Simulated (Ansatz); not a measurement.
**RPA/6-31G(d) (sfX2C, Cartesian functions, accuracy low, 1 point charge) run of SiNH2Cl2O (SMILES N[Si]([O])(Cl)Cl)**

Aim: the vertical doublet–quartet gap of SiNH2Cl2O at RPA/6-31G* (sfX2C, Cartesian functions, accuracy low, 1 point charge), from 2 runs. 

The calculation is run with Ansatz 0.2.0.

3 further runs of the same task are left out: 1 for a known fault of the program, 1 that didn't finish, 1 set aside as unsound or not needed.

### Step 1. The molecule

The species is SiNH2Cl2O (7 atoms), meant as a doublet with charge 0. As SMILES, `N[Si]([O])(Cl)Cl`. The shape is that of a PBE0-D4/def2-TZVP optimisation. This is one conformer, not always the lowest.

Bond lengths: N1–Si2 1.706 Å, Si2–O3 1.616 Å, Si2–Cl4 2.028 Å, Si2–Cl5 2.028 Å, N1–H6 1.009 Å, N1–H7 1.009 Å. Angles: N1–Si2–O3 100.7°, N1–Si2–Cl4 110.0°, N1–Si2–Cl5 109.9°, O3–Si2–Cl4 113.4°, O3–Si2–Cl5 113.4°, Cl4–Si2–Cl5 109.1°, Si2–N1–H6 119.9°, Si2–N1–H7 119.9°, H6–N1–H7 112.5°.

### Step 2. A single-point energy at RPA/6-31G(d) (sfX2C, Cartesian functions, accuracy low, 1 point charge)

run.yaml

```yaml
basis:
  gaussian:
    orbitals: "6-31G*"
    point_charges: [{charge: 0.5, position_ang: [-1.6917, 0.7813, -4.6219]}]
crystal:
  periodic: [false, false, false]
  atoms:
    - {symbol: "N", position_ang: [0.430000, -0.083200, 0.976600]}
    - {symbol: Si, position_ang: [-0.271600, 0.056200, -0.572500]}
    - {symbol: O, position_ang: [0.783100, -0.791700, -1.455700]}
    - {symbol: Cl, position_ang: [-2.137300, -0.738800, -0.562700]}
    - {symbol: Cl, position_ang: [-0.384500, 2.009200, -1.107200]}
    - {symbol: H, position_ang: [1.264300, 0.438800, 1.199800]}
    - {symbol: H, position_ang: [0.377400, -0.958600, 1.475900]}
magnetization:
  spin_polarized: true
  initial_magnetization: 1
hamiltonian:
  xc: hf
  pseudopotentials: {relativity: scalar}
correlation:
  method: rpa
  electrons: all
accuracy: low
scf:
  lower_state_search: standard
```

Run with:

```console
$ ansatz run run.yaml --threads 1 --pin off --max-ram 2610MiB --events-out events.jsonl --progress --plain --runs-dir runs
```

Standard output:

```text
Warning: RAYON_NUM_THREADS=1 ignored (pool sized by the plan → 1); use --threads N
Functional definition: HF
  name "HF"
  exchange = exact_x
  correlation = 0
820 factors; integrals over basis functions are off by at most 9.0e-4 eV
mean field evaluation 1: about -36499.9535 eV, gradient 3.3e1 eV
mean field evaluation 2: about -36500.0160 eV, gradient 3.4e1 eV
mean field evaluation 4: about -36505.3682 eV, gradient 3.7e0 eV
mean field evaluation 8: about -36506.1210 eV, gradient 3.1e0 eV
mean field evaluation 16: about -36506.7905 eV, gradient 2.9e-2 eV
mean field evaluation 32: about -36506.7895 eV, gradient 6.2e-2 eV
mean field evaluation 64: about -36506.6857 eV, gradient 1.1e0 eV
mean field -36506.79051995 eV, -1341.5998064167 hartree, gradient 4.2e-6 eV, S^2 0.758815; 5 other end points of the search recorded, 0 dependent functions left out
reference -36506.79051995 eV, -1341.5998064167 hartree; 33, 32 occupied and 58, 59 virtual orbitals, 820 factors
Total energy: -36527.62656580 eV, -1342.3655169786 hartree
Relativity: scalar
```

Wall time 10 s (1 thread of Arm Neoverse V1, shared host).

### Step 3. The quartet at the same level

Changes to run.yaml since step 2:

```diff
@@ -16,3 +16,3 @@
   spin_polarized: true
-  initial_magnetization: 1
+  initial_magnetization: 3
 hamiltonian:
```

Run with:

```console
$ ansatz run run.yaml --threads 1 --pin off --max-ram 2610MiB --events-out events.jsonl --progress --plain --runs-dir runs
```

Standard output:

```text
Warning: RAYON_NUM_THREADS=1 ignored (pool sized by the plan → 1); use --threads N
Functional definition: HF
  name "HF"
  exchange = exact_x
  correlation = 0
820 factors; integrals over basis functions are off by at most 9.0e-4 eV
mean field evaluation 1: about -36490.8638 eV, gradient 3.2e1 eV
mean field evaluation 2: about -36490.9526 eV, gradient 3.2e1 eV
mean field evaluation 4: about -36496.6531 eV, gradient 6.0e0 eV
mean field evaluation 8: about -36499.3028 eV, gradient 2.5e0 eV
mean field evaluation 16: about -36499.7435 eV, gradient 6.1e-1 eV
mean field evaluation 32: about -36499.7675 eV, gradient 1.7e-1 eV
mean field evaluation 64: about -36493.0941 eV, gradient 2.4e1 eV
mean field evaluation 96: about -36499.4971 eV, gradient 2.3e0 eV
mean field evaluation 128: about -36499.7464 eV, gradient 5.5e-1 eV
mean field -36499.76764871 eV, -1341.3417206590 hartree, gradient 3.2e-6 eV, S^2 3.763816; 10 other end points of the search recorded, 0 dependent functions left out
reference -36499.76764871 eV, -1341.3417206590 hartree; 34, 31 occupied and 57, 60 virtual orbitals, 820 factors
Total energy: -36520.24991907 eV, -1342.0944302112 hartree
Relativity: scalar
```

Wall time 16 s (1 thread of Arm Neoverse V1, shared host).

### Step 4. Outcome

Level: RPA/6-31G* (sfX2C, Cartesian functions, accuracy low, 1 point charge).

| quantity | value |
| --- | --- |
| doublet: total energy | -1342.36552 Eh |
| doublet: RPA correlation energy | -765.7 mEh |
| doublet: ⟨S²⟩ of the reference determinant | 0.759 |
| quartet: total energy | -1342.09443 Eh |
| quartet: RPA correlation energy | -752.7 mEh |
| quartet: ⟨S²⟩ of the reference determinant | 3.764 |
| vertical energy of the quartet above the doublet | 7.377 eV |

At this shape the quartet lies 7.38 eV (712 kJ/mol) above the doublet. The accuracy setting (doublet) is loose, so the last digits carry no meaning. The accuracy setting (quartet) is loose, so the last digits carry no meaning.
